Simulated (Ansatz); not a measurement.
# La2TaO2: the cost of one run

Computed with Ansatz 0.2.0 (DFT PBE, scalar-relativistic, plane waves, PAW, unless a step's input says otherwise).

1 further run of the same task is left out (set aside as unsound or not needed). Runs told in other sessions of the task aren't counted.

## (1) The system as given

The structure is hexagonal, space group P6/mmm (No. 191). Conventional cell: a = 6.626 Å, b = 6.626 Å, c = 4.268 Å, α = 90.00°, β = 90.00°, γ = 120.00°. La (site symmetry -6m2) is surrounded by 2 O at 2.13 Å. Around Ta (site symmetry 6/mmm) lie 6 La at 3.83 Å and 2 Ta at 4.27 Å and 12 O at 4.38 Å. O (site symmetry -6m2) is surrounded by 2 La at 2.13 Å.

Structure file:

```
La Ta O
1.0
     6.62599    0.00000    0.00000
    -3.31299    5.73827    0.00000
     0.00000    0.00000    4.26829
La Ta O
2 1 2
Direct
  0.33333 0.66667 0.00000
  0.66667 0.33333 0.00000
  0.00000 0.00000 0.00000
  0.33333 0.66667 0.50000
  0.66667 0.33333 0.50000
```

It is the end of an earlier relaxation with the same method, from a generated guess; it needn't be the stable form of this composition. At a tolerance of 0.05 Å it has space group P6/mmm (No. 191); it has 32.46 Å³/atom, an uncorrected energy of -0.45 eV/atom over the elements.

## (2) Bands, states and charges

The input, input.yaml:

```yaml
crystal:
  lattice:
    - [6.6259886801, 0.0, 0.0]
    - [-3.31299434, 5.7382745222, 0.0]
    - [0.0, 0.0, 4.2682875334]
  atoms:
    - { symbol: La, position: [0.3333333333, 0.6666666667, 0.0] }
    - { symbol: La, position: [0.6666666667, 0.3333333333, 0.0] }
    - { symbol: Ta, position: [0.0, 0.0, 0.0], spin: 3.11 }
    - { symbol: O, position: [0.3333333333, 0.6666666667, 0.5] }
    - { symbol: O, position: [0.6666666667, 0.3333333333, 0.5] }
basis:
  ecutwfc: 420
kpoints:
  mp_grid: { grid: [6, 6, 10] }
  band_path:
    path:
      - [[0.0, 0.0, 0.0], [0.5, 0.0, 0.0], [0.33333333, 0.33333333, 0.0], [0.0, 0.0, 0.0], [0.0, 0.0, 0.5], [0.5, 0.0, 0.5], [0.33333333, 0.33333333, 0.5], [0.0, 0.0, 0.5]]
      - [[0.5, 0.0, 0.5], [0.5, 0.0, 0.0]]
      - [[0.33333333, 0.33333333, 0.5], [0.33333333, 0.33333333, 0.0]]
    npoints: 14
hamiltonian:
  xc: pbe
scf:
  occupations: { method: gaussian, width: 0.1 }
  n_extra_bands: 12
output:
  forces: true
  stress: true
  eigenvalues: true
  populations: true
  dos: { projected: true, de: 0.02, nscf_kmesh: { grid: [8, 8, 12] } }
  bader: true
  write_density: true
  write_potential: true
  elf: true
  volumetric_format: npy
magnetization:
  spin_polarized: true
checkpoint:
  read: start.run
  write: ck
  compress: false
  write_wavefunctions: false
  write_every: 100000
```

Launch:

```console
$ ansatz run input.yaml --threads 1 --pin off --max-ram 2560MiB --backend cpu --events-out ev --progress --plain --runs-dir out
```

What time and memory should one allow on 1 thread of AMD EPYC (Zen 3), shared host?

About 4 min, with a peak of 0.92 GiB.
